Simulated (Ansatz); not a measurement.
# ClGeH₆NSi: how energies converge with the basis set

Aim: see how fast density functionals converge with the basis set for ClGeH₆NSi.

Computed with Ansatz 0.2.0, Gaussian basis. Level: one geometry, several basis sets.

Levels to be run: PBE0-D4/def2-SVP; ωB97M-V/def2-SVP; PBE0-D4/def2-QZVPP; ωB97M-V/def2-QZVPP; the functionals' def2-TZVPP values are taken from earlier runs.

## Step 1: Structure used throughout

An earlier PBE0-D4 in a triple-zeta def2 set relaxation fixed the geometry.

10 atoms, charge 0, spin multiplicity 1.

Atoms are counted from 1 here; the program's logs count them from 0.

Bond lengths: Cl1–Si2 2.071 Å, Si2–N3 1.700 Å, Si2–H5 1.479 Å, Si2–H6 1.480 Å, N3–Ge4 1.848 Å, N3–H7 1.010 Å, Ge4–H8 1.533 Å, Ge4–H9 1.539 Å, Ge4–H10 1.537 Å. Angles: Cl1–Si2–N3 113.9°, Cl1–Si2–H5 105.6°, Cl1–Si2–H6 105.8°, N3–Si2–H5 108.8°, N3–Si2–H6 109.8°, H5–Si2–H6 112.9°, Si2–N3–Ge4 126.1°, Si2–N3–H7 116.5°, Ge4–N3–H7 114.5°, N3–Ge4–H8 105.9°, N3–Ge4–H9 110.9°, N3–Ge4–H10 108.4°, H8–Ge4–H9 110.7°, H8–Ge4–H10 111.4°, H9–Ge4–H10 109.5°.

## Step 2: PBE0-D4 in def2-SVP

Contents of in.yaml:

```yaml
crystal:
  periodic: [false, false, false]
  atoms:
    - {symbol: Cl, position_ang: [0.439985, 1.099763, -2.606168]}
    - {symbol: Si, position_ang: [-0.425387, 1.285661, -0.734004]}
    - {symbol: N, position_ang: [-0.677500, -0.197536, 0.058389]}
    - {symbol: Ge, position_ang: [0.609836, -1.206878, 0.917668]}
    - {symbol: H, position_ang: [0.519788, 2.096679, 0.063392]}
    - {symbol: H, position_ang: [-1.722978, 1.962491, -0.954490]}
    - {symbol: H, position_ang: [-1.510427, -0.709319, -0.195837]}
    - {symbol: H, position_ang: [1.756746, -0.240381, 1.235472]}
    - {symbol: H, position_ang: [1.098845, -2.354899, 0.017279]}
    - {symbol: H, position_ang: [-0.005708, -1.786680, 2.201198]}
basis:
  gaussian: {orbitals: def2-SVP}
hamiltonian: {xc: pbe0, dispersion: d4}
output: {orbitals: {seedname: orbitals}}
```

Started as:

```bash
> ansatz run in.yaml --threads 4 --pin off --events-out ev --progress --plain --max-ram 10444MiB
```

What it wrote:

```text
Functional definition: PBE0
  name "PBE0"
  cite "Adamo & Barone, J. Chem. Phys. 110, 6158 (1999) doi:10.1063/1.478522"
  cite "Perdew, Burke & Ernzerhof, Phys. Rev. Lett. 77, 3865 (1996) doi:10.1103/PhysRevLett.77.3865"
  parent pbe
  parameter a = 0.25
  parameter kappa = 0.804
  parameter beta = 0.06672455060314922
  exchange = (1 - a)*pbe_x(kappa = kappa, mu = beta*pi^2/3) + a*exact_x
  correlation = pbe_c(beta = beta)
1090 factors; integrals over basis functions are off by at most 1.2e-3 eV
mean field evaluation 1: about -78472.2811 eV, gradient 5.1e1 eV
mean field evaluation 2: about -78463.1631 eV, gradient 7.9e1 eV
mean field evaluation 4: about -78477.1990 eV, gradient 2.9e0 eV
mean field evaluation 8: about -78477.2778 eV, gradient 1.2e-1 eV
mean field evaluation 16: about -78477.2778 eV, gradient 8.4e-5 eV
mean field -78477.27784968 eV, -2883.9867671663 hartree, gradient 8.4e-5 eV, S^2 0.000000; 0 other end points of the search recorded, 0 dependent functions left out
reference -78477.27787878 eV, -2883.9867682358 hartree; 38, 38 occupied and 74, 74 virtual orbitals, 1090 factors
Total energy: -78477.49149261 eV, -2883.9946183993 hartree
```

It took 1.4 s on 4 threads of Arm Neoverse V1, shared host; peak memory 0.25 GiB.

## Step 3: ωB97M-V in def2-SVP

in.yaml, as its differences from that of step 2:

```diff
@@ -15,3 +15,3 @@
   gaussian: {orbitals: def2-SVP}
-hamiltonian: {xc: pbe0, dispersion: d4}
+hamiltonian: {xc: {name: wB97M-V}}
 output: {orbitals: {seedname: orbitals}}
```

Same command.

What it wrote, shortened:

```text
Functional definition: wB97M-V
  name "wB97M-V"
  cite "Mardirossian & Head-Gordon, J. Chem. Phys. 144, 214110 (2016) doi:10.1063/1.4952647"
  cite "Becke, J. Chem. Phys. 107, 8554 (1997) doi:10.1063/1.475007"
  cite "Vydrov & Van Voorhis, J. Chem. Phys. 133, 244103 (2010) doi:10.1063/1.3521275"
  # Of w^i u^j: cxij and so on, Table III.
[...]
  gx(w, u) = 1 - cx + cx01*u + cx10*w
  gss(w, u) = css00 + css04*u^4 + css10*w + css20*w^2 + css43*w^4*u^3
  gos(w, u) = cos00 + cos10*w + (cos20 + cos21*u)*w^2 + (cos60 + cos61*u)*w^6
[...]
      + integral(e_c_pw_mod_opposite_spin*gos(b97_w_opposite, b97_u_opposite)) + vv10(b, c)
1090 factors; integrals over basis functions are off by at most 1.2e-3 eV
337 factors; integrals over basis functions are off by at most 5.1e-6 eV
[...]
mean field -78488.45687887 eV, -2884.3975889117 hartree, gradient 6.4e-5 eV, S^2 0.000000; 0 other end points of the search recorded, 0 dependent functions left out
reference -78488.45692306 eV, -2884.3975905354 hartree; 38, 38 occupied and 74, 74 virtual orbitals, 1090 factors
Total energy: -78488.45692306 eV, -2884.3975905354 hartree
```

Run time: 5.5 s. Hardware: 4 threads of Arm Neoverse V1, shared host; peak memory 0.38 GiB.

## Step 4: PBE0-D4 in def2-QZVPP

in.yaml, as its differences from that of step 3:

```diff
@@ -14,4 +14,4 @@
 basis:
-  gaussian: {orbitals: def2-SVP}
-hamiltonian: {xc: {name: wB97M-V}}
+  gaussian: {orbitals: "def2-QZVPP.json"}
+hamiltonian: {xc: pbe0, dispersion: d4}
 output: {orbitals: {seedname: orbitals}}
```

Same command.

What it wrote:

```text
Functional definition: PBE0
  name "PBE0"
  cite "Adamo & Barone, J. Chem. Phys. 110, 6158 (1999) doi:10.1063/1.478522"
  cite "Perdew, Burke & Ernzerhof, Phys. Rev. Lett. 77, 3865 (1996) doi:10.1103/PhysRevLett.77.3865"
  parent pbe
  parameter a = 0.25
  parameter kappa = 0.804
  parameter beta = 0.06672455060314922
  exchange = (1 - a)*pbe_x(kappa = kappa, mu = beta*pi^2/3) + a*exact_x
  correlation = pbe_c(beta = beta)
1854 factors; their error is unknown
mean field evaluation 1: about -78488.2269 eV, gradient 6.3e1 eV
mean field evaluation 2: about -78472.5284 eV, gradient 1.0e2 eV
mean field evaluation 4: about -78495.2721 eV, gradient 4.8e0 eV
mean field evaluation 8: about -78495.3000 eV, gradient 5.6e-2 eV
mean field evaluation 16: about -78495.4614 eV, gradient 3.8e-5 eV
mean field -78495.46138548 eV, -2884.6549997816 hartree, gradient 3.8e-5 eV, S^2 0.000000; 0 other end points of the search recorded, 0 dependent functions left out
reference -78495.46142730 eV, -2884.6550013186 hartree; 38, 38 occupied and 428, 428 virtual orbitals, 1854 factors
Total energy: -78495.67504113 eV, -2884.6628514821 hartree
```

It took 11 s on 4 threads of Arm Neoverse V1, shared host; peak memory 2.1 GiB.

## Step 5: ωB97M-V in def2-QZVPP

in.yaml, as its differences from that of step 4:

```diff
@@ -15,3 +15,3 @@
   gaussian: {orbitals: "def2-QZVPP.json"}
-hamiltonian: {xc: pbe0, dispersion: d4}
+hamiltonian: {xc: {name: wB97M-V}}
 output: {orbitals: {seedname: orbitals}}
```

The command is unchanged.

What it wrote, shortened:

```text
Functional definition: wB97M-V
  name "wB97M-V"
  cite "Mardirossian & Head-Gordon, J. Chem. Phys. 144, 214110 (2016) doi:10.1063/1.4952647"
  cite "Becke, J. Chem. Phys. 107, 8554 (1997) doi:10.1063/1.475007"
  cite "Vydrov & Van Voorhis, J. Chem. Phys. 133, 244103 (2010) doi:10.1063/1.3521275"
  # Of w^i u^j: cxij and so on, Table III.
[...]
  gx(w, u) = 1 - cx + cx01*u + cx10*w
  gss(w, u) = css00 + css04*u^4 + css10*w + css20*w^2 + css43*w^4*u^3
  gos(w, u) = cos00 + cos10*w + (cos20 + cos21*u)*w^2 + (cos60 + cos61*u)*w^6
[...]
      + integral(e_c_pw_mod_opposite_spin*gos(b97_w_opposite, b97_u_opposite)) + vv10(b, c)
1806 factors; their error is unknown
384 factors; integrals over basis functions are off by at most 2.4e-5 eV
[...]
mean field -78506.60064524 eV, -2885.0643600274 hartree, gradient 1.7e-5 eV, S^2 0.000000; 0 other end points of the search recorded, 0 dependent functions left out
reference -78506.60071306 eV, -2885.0643625198 hartree; 38, 38 occupied and 428, 428 virtual orbitals, 1806 factors
Total energy: -78506.60071306 eV, -2885.0643625198 hartree
```

Run time: 24 s. Hardware: 4 threads of Arm Neoverse V1, shared host; peak memory 2.4 GiB.

## Step 6: Density functionals: the series

The def2-TZVPP values come from earlier runs at the same geometry.

```
functional       basis  functions  energy (eV)  from the largest (eV)  HOMO (eV)  LUMO (eV)
   PBE0-D4    def2-SVP        112  -78477.4915                 18.184      -7.70       0.37
   PBE0-D4  def2-TZVPP        247  -78493.7009                  1.974      -7.81      -0.02
   PBE0-D4  def2-QZVPP        466  -78495.6750                  0.000      -7.84      -0.23
   ωB97M-V    def2-SVP        112  -78488.4569                 18.144      -9.94       2.20
   ωB97M-V  def2-TZVPP        247  -78504.6990                  1.902     -10.09       1.64
   ωB97M-V  def2-QZVPP        466  -78506.6007                  0.000     -10.12       1.22
```

## Step 7: Results

```
                                       quantity           value
PBE0-D4: double and triple zeta above quadruple  18.18, 1.97 eV
ωB97M-V: double and triple zeta above quadruple  18.14, 1.90 eV
```

In words: PBE0-D4 gains 16.21 eV from double to triple zeta, then 1.97 eV more. Total energies overstate the basis error of differences, where much of it tends to cancel. The LUMO of ωB97M-V is positive and keeps falling with the basis (2.20 to 1.22 eV): an unbound level that the basis holds in place.

For PBE0-D4 the largest set took about 8 times as long as the smallest (11 s against 1.4 s).
